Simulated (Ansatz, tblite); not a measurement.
**(MoO3)4 (Mo₄O₁₂): rung by rung**

Aim: run the singlet of (MoO3)4 (Mo₄O₁₂) at one geometry on many levels, and compare frontier levels, spin and run time.

The runs use Ansatz 0.2.0, Gaussian basis; as each input shows.

The runs, in order: GFN1-xTB, GFN2-xTB, PBE-D4/def2-TZVP, r2SCAN-D4/def2-TZVP, HSE06-D4/def2-TZVP, HF/def2-TZVP, r2SCAN0-D4/def2-TZVP, PBE-D4/def2-SVP, PBE0-D4/def2-SVP, MP2/def2-TZVP, RPA/def2-TZVP.

## (1) The geometry

The singlet was relaxed beforehand with PBE-D4/def2-SVP.

16 atoms, charge 0, spin multiplicity 1.

Bond lengths: O1–Mo2 1.692 Å, Mo2–O3 1.692 Å, Mo2–O4 1.890 Å, Mo2–O16 1.890 Å, O4–Mo5 1.889 Å, Mo5–O6 1.692 Å, Mo5–O7 1.693 Å, Mo5–O8 1.889 Å, O8–Mo9 1.890 Å, Mo9–O10 1.692 Å, Mo9–O11 1.692 Å, Mo9–O12 1.891 Å, O12–Mo13 1.889 Å, Mo13–O14 1.692 Å, Mo13–O15 1.693 Å, Mo13–O16 1.889 Å. Angles: O1–Mo2–O3 107.3°, O1–Mo2–O4 110.3°, O1–Mo2–O16 111.1°, O3–Mo2–O4 111.1°, O3–Mo2–O16 110.3°, O4–Mo2–O16 106.8°, Mo2–O4–Mo5 156.7°, O4–Mo5–O6 111.4°, O4–Mo5–O7 109.9°, O4–Mo5–O8 106.9°, O6–Mo5–O7 107.4°, O6–Mo5–O8 111.4°, O7–Mo5–O8 109.9°, Mo5–O8–Mo9 156.7°, O8–Mo9–O10 111.1°, O8–Mo9–O11 110.3°, O8–Mo9–O12 106.8°, O10–Mo9–O11 107.3° and more.

Mo takes a core potential in the def2 sets. No spin-orbit coupling is included.

PBE0-D4/def2-TZVP was run before; its log isn't repeated, and its numbers join the tables.

## (2) GFN1-xTB

Tight binding, by tblite at 300 K electronic temperature and without a spin-polarisation term:

```python
tblite.interface.Calculator('GFN1-xTB', numbers, positions, charge=0, uhf=0).singlepoint()
```

Energy -1777.2335 eV, HOMO -13.86 eV, LUMO -9.35 eV; 0.029 s.

## (3) GFN2-xTB

Tight binding, by tblite at 300 K electronic temperature and without a spin-polarisation term:

```python
tblite.interface.Calculator('GFN2-xTB', numbers, positions, charge=0, uhf=0).singlepoint()
```

Energy -1559.1753 eV, HOMO -14.04 eV, LUMO -11.00 eV; 0.032 s.

## (4) PBE-D4/def2-TZVP

start.molden holds the orbitals of an earlier run on this state, given as this run's starting guess.

Contents of in.yaml:

```yaml
crystal:
  periodic: [false, false, false]
  atoms:
    - {symbol: O, position_ang: [3.359064, -0.725584, -1.831115]}
    - {symbol: Mo, position_ang: [1.743788, -1.175135, -1.603477]}
    - {symbol: O, position_ang: [1.451613, -2.516654, -2.592420]}
    - {symbol: O, position_ang: [1.427316, -1.588316, 0.213960]}
    - {symbol: Mo, position_ang: [0.407897, -1.831364, 1.785842]}
    - {symbol: O, position_ang: [1.396171, -2.177573, 3.115109]}
    - {symbol: O, position_ang: [-0.651495, -3.137510, 1.590170]}
    - {symbol: O, position_ang: [-0.574560, -0.240042, 2.053387]}
    - {symbol: Mo, position_ang: [-1.744971, 1.174476, 1.602643]}
    - {symbol: O, position_ang: [-3.360065, 0.723959, 1.829681]}
    - {symbol: O, position_ang: [-1.453851, 2.515910, 2.592011]}
    - {symbol: O, position_ang: [-1.428077, 1.588128, -0.214628]}
    - {symbol: Mo, position_ang: [-0.406959, 1.831990, -1.785289]}
    - {symbol: O, position_ang: [-1.393611, 2.181205, -3.114995]}
    - {symbol: O, position_ang: [0.653833, 3.136605, -1.586813]}
    - {symbol: O, position_ang: [0.573926, 0.239903, -2.054067]}
basis:
  gaussian: {orbitals: def2-TZVP, fitting: {mean_field: def2-universal-jkfit}, initial_orbitals: start.molden}
hamiltonian: {xc: pbe, dispersion: d4}
scf: {omitted_lower_state_checks: [starts]}
output: {forces: true, orbitals: {seedname: orbitals}}
```

The run is started by

```bash
> ansatz run in.yaml --threads 2 --pin off --events-out ev --progress --plain --max-ram 31744MiB --backend cuda --devices 0, --max-vram 18GiB
```

What it wrote, cut to the lines that bear on the results:

```text
Functional definition: PBE
  name "PBE"
  cite "Perdew, Burke & Ernzerhof, Phys. Rev. Lett. 77, 3865 (1996) doi:10.1103/PhysRevLett.77.3865"
  parent pbe
[...]
1944 factors; integrals over basis functions are off by at most 1.2e0 eV
[...]
mean field -32000.27962737 eV, -1175.9885857374 hartree, gradient 2.3e-5 eV, S^2 0.000000; 0 other end points of the search recorded, 0 dependent functions left out
[...]
reference -32000.27974702 eV, -1175.9885901343 hartree; 76, 76 occupied and 456, 456 virtual orbitals, 1944 factors
Total energy: -32001.17963550 eV, -1176.0216604261 hartree
Atom 0 at     3.359064    -0.725584    -1.831115 Å, force     0.125660     0.049248    -0.005913 eV/Å
Atom 1 at     1.743788    -1.175135    -1.603477 Å, force    -0.108669     0.072662     0.101079 eV/Å
Atom 2 at     1.451613    -2.516654    -2.592420 Å, force    -0.040676    -0.106186    -0.072679 eV/Å
Atom 3 at     1.427316    -1.588316     0.213960 Å, force     0.027463    -0.010811     0.005967 eV/Å
Atom 4 at     0.407897    -1.831364     1.785842 Å, force    -0.045149     0.104799    -0.126558 eV/Å
Atom 5 at     1.396171    -2.177573     3.115109 Å, force     0.088981    -0.006677     0.101841 eV/Å
Atom 6 at    -0.651495    -3.137510     1.590170 Å, force    -0.071691    -0.085973    -0.014746 eV/Å
Atom 7 at    -0.574560    -0.240042     2.053387 Å, force     0.001993     0.006089     0.029680 eV/Å
Atom 8 at    -1.744971     1.174476     1.602643 Å, force     0.109075    -0.073318    -0.100066 eV/Å
Atom 9 at    -3.360065     0.723959     1.829681 Å, force    -0.125656    -0.049115     0.005591 eV/Å
Atom 10 at    -1.453851     2.515910     2.592011 Å, force     0.040509     0.106353     0.072470 eV/Å
Atom 11 at    -1.428077     1.588128    -0.214628 Å, force    -0.027460     0.010971    -0.006297 eV/Å
Atom 12 at    -0.406959     1.831990    -1.785289 Å, force     0.044774    -0.103993     0.126050 eV/Å
Atom 13 at    -1.393611     2.181205    -3.114995 Å, force    -0.088353     0.006703    -0.101294 eV/Å
Atom 14 at     0.653833     3.136605    -1.586813 Å, force     0.071267     0.085107     0.014790 eV/Å
Atom 15 at     0.573926     0.239903    -2.054067 Å, force    -0.002067    -0.005858    -0.029914 eV/Å
Dipole moment:    -0.000296    -0.000095    -0.000299 e Å
Checks for a lower state left out: starts
```

Wall time 4.8 s (1 × H100 (card shared with other runs) with 2 threads of AMD EPYC 7R13, shared host); peak host memory 1 GiB.

Report: HOMO -8.45 eV, LUMO -5.05 eV.

## (5) r2SCAN-D4/def2-TZVP

Edit in.yaml of step 4 so:

```diff
@@ -21,4 +21,4 @@
   gaussian: {orbitals: def2-TZVP, fitting: {mean_field: def2-universal-jkfit}, initial_orbitals: start.molden}
-hamiltonian: {xc: pbe, dispersion: d4}
+hamiltonian: {xc: r2scan, dispersion: d4}
 scf: {omitted_lower_state_checks: [starts]}
-output: {forces: true, orbitals: {seedname: orbitals}}
+output: {orbitals: {seedname: orbitals}}
```

The command is unchanged.

What it wrote:

```text
Functional definition: r2SCAN
  name "r2SCAN"
  cite "Furness, Kaplan, Ning, Perdew & Sun, J. Phys. Chem. Lett. 11, 8208 (2020) doi:10.1021/acs.jpclett.0c02405"
  cite "Furness, Kaplan, Ning, Perdew & Sun, J. Phys. Chem. Lett. 11, 9248 (2020) doi:10.1021/acs.jpclett.0c03077"
  parent r2scan
  parameter k0 = 0.174
  parameter k1 = 0.065
  parameter a1 = 4.9479
  exchange = r2scan_x(k0 = k0, k1 = k1, a1 = a1)
  correlation = r2scan_c
these checks for a lower state are left out or cut short: starts
1944 factors; integrals over basis functions are off by at most 1.2e0 eV
mean field evaluation 1: about -32013.0092 eV, gradient 1.1e1 eV
mean field evaluation 2: about -32013.2438 eV, gradient 2.1e-1 eV
mean field evaluation 4: about -32013.2458 eV, gradient 4.8e-4 eV
mean field -32013.24576320 eV, -1176.4650824403 hartree, gradient 2.7e-5 eV, S^2 0.000000; 0 other end points of the search recorded, 0 dependent functions left out
reference -32013.24579789 eV, -1176.4650837153 hartree; 76, 76 occupied and 456, 456 virtual orbitals, 1944 factors
Total energy: -32013.49486749 eV, -1176.4742368542 hartree
Checks for a lower state left out: starts
```

Wall time 4.2 s (1 × H100 (card shared with other runs) with 2 threads of AMD EPYC 7R13, shared host); peak host memory 1.1 GiB.

HOMO -8.85 eV, LUMO -5.10 eV.

## (6) HSE06-D4/def2-TZVP

Edit in.yaml of step 5 so:

```diff
@@ -21,3 +21,3 @@
   gaussian: {orbitals: def2-TZVP, fitting: {mean_field: def2-universal-jkfit}, initial_orbitals: start.molden}
-hamiltonian: {xc: r2scan, dispersion: d4}
+hamiltonian: {xc: hse06, dispersion: d4}
 scf: {omitted_lower_state_checks: [starts]}
```

The command is unchanged.

What it wrote, cut to the lines that bear on the results:

```text
Functional definition: HSE06
  name "HSE06"
  cite "Heyd, Scuseria & Ernzerhof, J. Chem. Phys. 118, 8207 (2003) doi:10.1063/1.1564060"
  cite "Krukau, Vydrov, Izmaylov & Scuseria, J. Chem. Phys. 125, 224106 (2006) doi:10.1063/1.2404663"
  cite "Heyd & Scuseria, J. Chem. Phys. 120, 7274 (2004) doi:10.1063/1.1668634"
  cite "Ernzerhof & Perdew, J. Chem. Phys. 109, 3313 (1998) doi:10.1063/1.476928"
  cite "Perdew, Burke & Ernzerhof, Phys. Rev. Lett. 77, 3865 (1996) doi:10.1103/PhysRevLett.77.3865"
  parent pbe
[...]
  # The whole range is PBE's own exchange, as in plane waves. The composition of these papers is wPBEh.
[...]
1944 factors; integrals over basis functions are off by at most 1.2e0 eV
1944 factors; integrals over basis functions are off by at most 1.8e-7 eV
[...]
mean field -31989.02090213 eV, -1175.5748352161 hartree, gradient 2.2e-5 eV, S^2 0.000000; 0 other end points of the search recorded, 0 dependent functions left out
reference -31989.02100506 eV, -1175.5748389986 hartree; 76, 76 occupied and 456, 456 virtual orbitals, 1944 factors
Total energy: -31989.78084391 eV, -1175.6027625615 hartree
Checks for a lower state left out: starts
```

It took 4.5 s on 1 × H100 (card shared with other runs) with 2 threads of AMD EPYC 7R13, shared host; peak host memory 1 GiB.

HOMO -9.70 eV, LUMO -4.87 eV.

## (7) HF/def2-TZVP

Edit in.yaml of step 6 so:

```diff
@@ -21,3 +21,3 @@
   gaussian: {orbitals: def2-TZVP, fitting: {mean_field: def2-universal-jkfit}, initial_orbitals: start.molden}
-hamiltonian: {xc: hse06, dispersion: d4}
+hamiltonian: {xc: hf}
 scf: {omitted_lower_state_checks: [starts]}
```

Same command.

What it wrote:

```text
Functional definition: HF
  name "HF"
  cite "Fock, Z. Phys. 61, 126 (1930) doi:10.1007/BF01340294"
  parent pbe
  exchange = exact_x
  correlation = 0
these checks for a lower state are left out or cut short: starts
1944 factors; integrals over basis functions are off by at most 1.2e0 eV
mean field evaluation 1: about -31810.1660 eV, gradient 5.4e1 eV
mean field evaluation 2: about -31814.9641 eV, gradient 4.8e0 eV
mean field evaluation 4: about -31815.0990 eV, gradient 2.7e-4 eV
mean field -31815.09902577 eV, -1169.1833241486 hartree, gradient 9.2e-6 eV, S^2 0.000000; 0 other end points of the search recorded, 0 dependent functions left out
reference -31815.09902577 eV, -1169.1833241486 hartree; 76, 76 occupied and 456, 456 virtual orbitals, 1944 factors
Total energy: -31815.09902577 eV, -1169.1833241486 hartree
Checks for a lower state left out: starts
```

It took 2.4 s on 1 × H100 (card shared with other runs) with 2 threads of AMD EPYC 7R13, shared host; peak host memory 0.95 GiB.

HOMO -14.28 eV, LUMO -1.32 eV.

## (8) r2SCAN0-D4/def2-TZVP

Edit in.yaml of step 7 so:

```diff
@@ -21,3 +21,3 @@
   gaussian: {orbitals: def2-TZVP, fitting: {mean_field: def2-universal-jkfit}, initial_orbitals: start.molden}
-hamiltonian: {xc: hf}
+hamiltonian: {xc: {name: r2SCAN0}, dispersion: d4}
 scf: {omitted_lower_state_checks: [starts]}
```

The command is unchanged.

What it wrote, cut to the lines that bear on the results:

```text
Functional definition: r2SCAN0
  name "r2SCAN0"
  cite "Bursch, Neugebauer, Ehlert & Grimme, J. Chem. Phys. 156, 134105 (2022) doi:10.1063/5.0086040"
  cite "Furness, Kaplan, Ning, Perdew & Sun, J. Phys. Chem. Lett. 11, 8208 (2020) doi:10.1021/acs.jpclett.0c02405"
  cite "Furness, Kaplan, Ning, Perdew & Sun, J. Phys. Chem. Lett. 11, 9248 (2020) doi:10.1021/acs.jpclett.0c03077"
  parent r2scan
[...]
1944 factors; integrals over basis functions are off by at most 1.2e0 eV
[...]
mean field -31998.95645106 eV, -1175.9399599049 hartree, gradient 1.9e-5 eV, S^2 0.000000; 0 other end points of the search recorded, 0 dependent functions left out
reference -31998.95647569 eV, -1175.9399608098 hartree; 76, 76 occupied and 456, 456 virtual orbitals, 1944 factors
Total energy: -31999.25845102 eV, -1175.9510581985 hartree
Checks for a lower state left out: starts
```

Wall time 3.6 s (1 × H100 (card shared with other runs) with 2 threads of AMD EPYC 7R13, shared host); peak host memory 1.1 GiB.

Report: HOMO -10.40 eV, LUMO -4.53 eV.

## (9) PBE-D4/def2-SVP

Edit in.yaml of step 8 so:

```diff
@@ -20,4 +20,4 @@
 basis:
-  gaussian: {orbitals: def2-TZVP, fitting: {mean_field: def2-universal-jkfit}, initial_orbitals: start.molden}
-hamiltonian: {xc: {name: r2SCAN0}, dispersion: d4}
+  gaussian: {orbitals: def2-SVP, initial_orbitals: start.molden}
+hamiltonian: {xc: pbe, dispersion: d4}
 scf: {omitted_lower_state_checks: [starts]}
```

Launched as before.

What it wrote:

```text
Functional definition: PBE
  name "PBE"
  cite "Perdew, Burke & Ernzerhof, Phys. Rev. Lett. 77, 3865 (1996) doi:10.1103/PhysRevLett.77.3865"
  parent pbe
  parameter kappa = 0.804
  parameter beta = 0.06672455060314922
  exchange = pbe_x(kappa = kappa, mu = beta*pi^2/3)
  correlation = pbe_c(beta = beta)
these checks for a lower state are left out or cut short: starts
2928 factors; their error is unknown
mean field evaluation 1: about -31967.8161 eV, gradient 2.2e1 eV
mean field evaluation 2: about -31968.8736 eV, gradient 7.5e-1 eV
mean field evaluation 4: about -31968.7924 eV, gradient 2.5e-1 eV
mean field evaluation 8: about -31968.7926 eV, gradient 1.4e-5 eV
mean field -31968.79258871 eV, -1174.8314584093 hartree, gradient 1.4e-5 eV, S^2 0.000000; 0 other end points of the search recorded, 0 dependent functions left out
reference -31968.79270591 eV, -1174.8314627163 hartree; 76, 76 occupied and 216, 216 virtual orbitals, 2928 factors
Total energy: -31969.69259439 eV, -1174.8645330081 hartree
Checks for a lower state left out: starts
```

Run time: 2.7 s. Hardware: 1 × H100 (card shared with other runs) with 2 threads of AMD EPYC 7R13, shared host; peak host memory 0.94 GiB.

Report: HOMO -8.43 eV, LUMO -5.07 eV.

## (10) PBE0-D4/def2-SVP

Edit in.yaml of step 9 so:

```diff
@@ -21,3 +21,3 @@
   gaussian: {orbitals: def2-SVP, initial_orbitals: start.molden}
-hamiltonian: {xc: pbe, dispersion: d4}
+hamiltonian: {xc: pbe0, dispersion: d4}
 scf: {omitted_lower_state_checks: [starts]}
```

Launched as before.

What it wrote:

```text
Functional definition: PBE0
  name "PBE0"
  cite "Adamo & Barone, J. Chem. Phys. 110, 6158 (1999) doi:10.1063/1.478522"
  cite "Perdew, Burke & Ernzerhof, Phys. Rev. Lett. 77, 3865 (1996) doi:10.1103/PhysRevLett.77.3865"
  parent pbe
  parameter a = 0.25
  parameter kappa = 0.804
  parameter beta = 0.06672455060314922
  exchange = (1 - a)*pbe_x(kappa = kappa, mu = beta*pi^2/3) + a*exact_x
  correlation = pbe_c(beta = beta)
these checks for a lower state are left out or cut short: starts
3084 factors; their error is unknown
mean field evaluation 1: about -31957.5840 eV, gradient 1.8e1 eV
mean field evaluation 2: about -31958.0404 eV, gradient 3.3e-1 eV
mean field evaluation 4: about -31958.2145 eV, gradient 4.7e-4 eV
mean field -31958.21450996 eV, -1174.4427211853 hartree, gradient 2.6e-5 eV, S^2 0.000000; 0 other end points of the search recorded, 0 dependent functions left out
reference -31958.21460337 eV, -1174.4427246181 hartree; 76, 76 occupied and 216, 216 virtual orbitals, 3084 factors
Total energy: -31959.01027046 eV, -1174.4719648441 hartree
Checks for a lower state left out: starts
```

Run time: 2.9 s. Hardware: 1 × H100 (card shared with other runs) with 2 threads of AMD EPYC 7R13, shared host; peak host memory 0.95 GiB.

HOMO -10.17 eV, LUMO -4.60 eV.

## (11) MP2/def2-TZVP

Edit in.yaml of step 10 so:

```diff
@@ -20,4 +20,4 @@
 basis:
-  gaussian: {orbitals: def2-SVP, initial_orbitals: start.molden}
-hamiltonian: {xc: pbe0, dispersion: d4}
+  gaussian: {orbitals: def2-TZVP, initial_orbitals: start.molden}
+correlation: {method: mp2}
 scf: {omitted_lower_state_checks: [starts]}
```

Same command.

What it wrote:

```text
Functional definition: HF
  name "HF"
  cite "Fock, Z. Phys. 61, 126 (1930) doi:10.1007/BF01340294"
  parent pbe
  exchange = exact_x
  correlation = 0
these checks for a lower state are left out or cut short: starts
3884 factors; integrals over basis functions are off by at most 1.1e-3 eV
mean field evaluation 1: about -31808.4318 eV, gradient 5.3e1 eV
mean field evaluation 2: about -31813.0380 eV, gradient 4.6e0 eV
mean field evaluation 4: about -31815.0659 eV, gradient 5.1e0 eV
mean field evaluation 8: about -31815.1073 eV, gradient 1.6e-3 eV
mean field -31815.10729992 eV, -1169.1836282180 hartree, gradient 2.8e-6 eV, S^2 0.000000; 0 other end points of the search recorded, 0 dependent functions left out
12 core orbitals not correlated: weight in the atoms' cores, before any rotation towards them, 1.000 or more for the frozen orbitals, at most 0.000 for the correlated occupied ones
reference -31815.10729992 eV, -1169.1836282180 hartree; 64, 64 occupied and 456, 456 virtual orbitals, 3884 factors
second order -138.54227447 eV of doubles, -0.00000000 eV of singles
Total energy: -31953.64957440 eV, -1174.2749628975 hartree
Checks for a lower state left out: starts
```

Wall time 4.6 s (1 × H100 (card shared with other runs) with 2 threads of AMD EPYC 7R13, shared host); peak host memory 1.1 GiB.

From the report: Hartree-Fock HOMO -14.28 eV, LUMO -1.32 eV.

## (12) RPA/def2-TZVP

Edit in.yaml of step 11 so:

```diff
@@ -21,4 +21,4 @@
   gaussian: {orbitals: def2-TZVP, initial_orbitals: start.molden}
-correlation: {method: mp2}
+hamiltonian: {xc: pbe}
+correlation: {method: rpa}
 scf: {omitted_lower_state_checks: [starts]}
-output: {orbitals: {seedname: orbitals}}
```

The command is unchanged.

What it wrote, cut to the lines that bear on the results:

```text
Functional definition: PBE
  name "PBE"
  cite "Perdew, Burke & Ernzerhof, Phys. Rev. Lett. 77, 3865 (1996) doi:10.1103/PhysRevLett.77.3865"
  parent pbe
[...]
3884 factors; integrals over basis functions are off by at most 1.1e-3 eV
[...]
mean field -32000.27350102 eV, -1175.9883605980 hartree, gradient 1.9e-6 eV, S^2 0.000000; 0 other end points of the search recorded, 0 dependent functions left out
12 core orbitals not correlated: weight in the atoms' cores, before any rotation towards them, 1.000 or more for the frozen orbitals, at most 0.000 for the correlated occupied ones
reference -31805.96588883 eV, -1168.8476875564 hartree; 64, 64 occupied and 456, 456 virtual orbitals, 3884 factors
Total energy: -31992.35033100 eV, -1175.6971894704 hartree
Checks for a lower state left out: starts
```

Run time: 6.5 s. Hardware: 1 × H100 (card shared with other runs) with 2 threads of AMD EPYC 7R13, shared host; peak host memory 3 GiB.

## (13) Levels side by side

| level | functions | HOMO (eV) | LUMO (eV) | gap (eV) | time |
| --- | --- | --- | --- | --- | --- |
| HF/def2-TZVP | 532 | -14.28 | -1.32 | 12.96 | 2.4 s |
| PBE-D4/def2-SVP | 292 | -8.43 | -5.07 | 3.36 | 2.7 s |
| PBE-D4/def2-TZVP | 532 | -8.45 | -5.05 | 3.40 | 4.8 s |
| r2SCAN-D4/def2-TZVP | 532 | -8.85 | -5.10 | 3.75 | 4.2 s |
| PBE0-D4/def2-SVP | 292 | -10.17 | -4.60 | 5.57 | 2.9 s |
| PBE0-D4/def2-TZVP | 532 | -10.11 | -4.50 | 5.61 | 5.5 s |
| r2SCAN0-D4/def2-TZVP | 532 | -10.40 | -4.53 | 5.87 | 3.6 s |
| HSE06-D4/def2-TZVP | 532 | -9.70 | -4.87 | 4.83 | 4.5 s |

The pieces so far (eV):

| basis | HF | MP2 correlation | total |
| --- | --- | --- | --- |
| def2-TZVP | -31815.1073 | -138.5423 | -31953.6496 (MP2) |

## (14) Binding energy

Free atoms were run apart at each level; binding is atoms less cluster, divided by the number of atoms, without zero-point or spin-orbit terms.

| level | binding an atom (eV) |
| --- | --- |
| HF/def2-TZVP | 1.921 |
| PBE-D4/def2-SVP | 5.922 |
| PBE-D4/def2-TZVP | 5.798 |
| r2SCAN-D4/def2-TZVP | 5.371 |
| PBE0-D4/def2-SVP | 5.177 |
| PBE0-D4/def2-TZVP | 5.103 |
| r2SCAN0-D4/def2-TZVP | 4.773 |
| HSE06-D4/def2-TZVP | 5.111 |
| RPA/def2-TZVP | 5.010 |
| MP2/def2-TZVP | 5.857 |

## (15) What came out

| quantity | value |
| --- | --- |
| gap in def2-TZVP, named functionals and Hartree-Fock, smallest and largest | 3.40 eV (PBE-D4), 12.96 eV (HF) |
| correlation energy, MP2/def2-TZVP | -138.54 eV |
| binding an atom, functionals in def2-TZVP | 4.77 (r2SCAN0-D4) to 5.80 eV (PBE-D4) |
| PBE0 total energy, smallest basis above largest | 31.82 eV (def2-SVP, def2-TZVP) |

**Reading.** Orbital gaps of the named functionals and Hartree-Fock in def2-TZVP span 3.40 eV (PBE-D4) to 12.96 eV (HF); exact exchange widens it.

The slowest run with a step of its own, RPA/def2-TZVP, took 6.5 s; the quickest functional in def2-TZVP took 3.6 s (shared host).
